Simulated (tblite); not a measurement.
# C6H9FOSi: the cost of one run

The runs use tblite 0.8.0 and PySCF 2.14.0, with density-fitted response routines of our own; the level of theory stands in each step. All values are computed, except where a source is named. Atoms count from 0, in the outputs and in this text.

**1. Starting geometry**

18 atoms, charge 0, multiplicity 1; geometry from: force field or distance geometry start.

Bonds of the start (Å): C0–C1 1.31, C1–Si2 1.85, Si2–C3 1.83, C3–C4 1.20, C4–C5 1.47, C5–F6 1.36, Si2–O7 1.72, O7–C8 1.39, C0–H9 1.09, C0–H10 1.09, C1–H11 1.10, Si2–H12 1.47, C5–H13 1.13, C5–H14 1.13, C8–H15 1.12, C8–H16 1.11, C8–H17 1.09.

**2. Geometry optimisation with GFN2-xTB**

Job settings and geometry (Å):

```
{"job": {"kind": "relax", "xc": "GFN2-xTB", "basis": "xTB"}, "charge": 0, "multiplicity": 1}
C     -2.332500    -2.663800    -0.298800
C     -1.208700    -2.026400    -0.488400
Si    -0.861300    -0.317300     0.121100
C      0.897200     0.126900    -0.152800
C      2.059500     0.384300    -0.319600
C      3.470900     0.694500    -0.572300
F      3.963300     1.284000     0.555400
O     -1.859000     0.805200    -0.717900
C     -1.290900     2.066700    -0.633100
H     -2.422800    -3.676000    -0.692500
H     -3.209600    -2.259700     0.211800
H     -0.376800    -2.520100    -1.009700
H     -1.097500    -0.231100     1.569400
H      4.050400    -0.243100    -0.819000
H      3.593100     1.367300    -1.473000
H     -2.009700     2.791600    -0.170300
H     -0.360200     1.985600    -0.027100
H     -1.014100     2.437800    -1.624300
```

Launch:

```console
$ OMP_NUM_THREADS=1 python probes_run.py task.json out
```

One launch serves the whole session: the jobs run in the order shown.

Q: Estimate the wall time and peak memory of this first job on 1 thread of AMD EPYC 7R43, shared host.

About 2.6 s, with a peak of 0.18 GiB.
